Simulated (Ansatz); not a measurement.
**C₂H₇GeNSi: basis-set convergence**

An exercise on one series of results from a longer session: the logs are not shown, and one member is left open.

The runs use Ansatz 0.2.0, Gaussian basis; one geometry, several basis sets.

Levels to be run: PBE0-D4/def2-SVP; ωB97M-V/def2-SVP; PBE0-D4/def2-QZVPP; ωB97M-V/def2-QZVPP; the functionals' def2-TZVPP values are taken from earlier runs.

### The geometry

An earlier PBE0-D4 in a triple-zeta def2 set relaxation fixed the geometry.

12 atoms, charge 0, spin multiplicity 1.

Atoms are counted from 1 here; the program's logs count them from 0.

Bond lengths: Ge1–N2 1.850 Å, Ge1–H6 1.536 Å, Ge1–H7 1.534 Å, Ge1–H8 1.536 Å, N2–C3 1.350 Å, N2–H9 1.005 Å, C3–C4 1.346 Å, C3–Si5 1.814 Å, C4–Si5 1.793 Å, C4–H10 1.082 Å, Si5–H11 1.487 Å, Si5–H12 1.487 Å. Angles: N2–Ge1–H6 109.2°, N2–Ge1–H7 105.6°, N2–Ge1–H8 109.2°, H6–Ge1–H7 111.4°, H6–Ge1–H8 109.9°, H7–Ge1–H8 111.5°, Ge1–N2–C3 123.0°, Ge1–N2–H9 120.4°, C3–N2–H9 116.6°, N2–C3–C4 137.9°, N2–C3–Si5 154.9°, C4–C3–Si5 67.2°, C3–C4–Si5 68.9°, C3–C4–H10 137.0°, Si5–C4–H10 154.1°, C3–Si5–C4 43.8°, C3–Si5–H11 121.6°, C3–Si5–H12 121.5° and more.

Set-up of the first run:

The input, in.yaml:

```yaml
crystal:
  periodic: [false, false, false]
  atoms:
    - {symbol: Ge, position_ang: [-1.332924, 1.041047, 1.398396]}
    - {symbol: N, position_ang: [-0.548201, 0.821478, -0.261927]}
    - {symbol: C, position_ang: [0.331050, -0.166223, -0.535611]}
    - {symbol: C, position_ang: [0.906609, -1.198026, 0.109742]}
    - {symbol: Si, position_ang: [1.465514, -1.109138, -1.591383]}
    - {symbol: H, position_ang: [-0.236329, 1.273294, 2.448746]}
    - {symbol: H, position_ang: [-2.247891, 2.264974, 1.262950]}
    - {symbol: H, position_ang: [-2.132837, -0.222370, 1.749848]}
    - {symbol: H, position_ang: [-0.765281, 1.452196, -1.013849]}
    - {symbol: H, position_ang: [0.877622, -1.624783, 1.103477]}
    - {symbol: H, position_ang: [2.796393, -0.570812, -1.979398]}
    - {symbol: H, position_ang: [0.963275, -2.016736, -2.656990]}
basis:
  gaussian: {orbitals: def2-SVP}
hamiltonian: {xc: pbe0, dispersion: d4}
output: {orbitals: {seedname: orbitals}}
```

Steps of the session up to this table: PBE0-D4 in def2-SVP; ωB97M-V in def2-SVP; PBE0-D4 in def2-QZVPP; ωB97M-V in def2-QZVPP.

One table of the session follows, with a row left open; its other results are not shown here.

It belongs to the step «Functionals by basis». 

| functional | basis | HOMO (eV) | LUMO (eV) |
| --- | --- | --- | --- |
| PBE0-D4 | def2-SVP | -6.33 | 0.42 |
| PBE0-D4 | def2-TZVPP | -6.40 | 0.10 |
| PBE0-D4 | def2-QZVPP | ? | ? |
| ωB97M-V | def2-SVP | -8.41 | 2.29 |
| ωB97M-V | def2-TZVPP | -8.52 | 1.82 |
| ωB97M-V | def2-QZVPP | -8.53 | 1.35 |

**Question.** Estimate the row for PBE0-D4, def2-QZVPP.

The run gave: HOMO (eV): -6.42; LUMO (eV): -0.08. In the column «HOMO (eV)» it lies between ωB97M-V, def2-SVP (-8.41) and PBE0-D4, def2-TZVPP (-6.40).
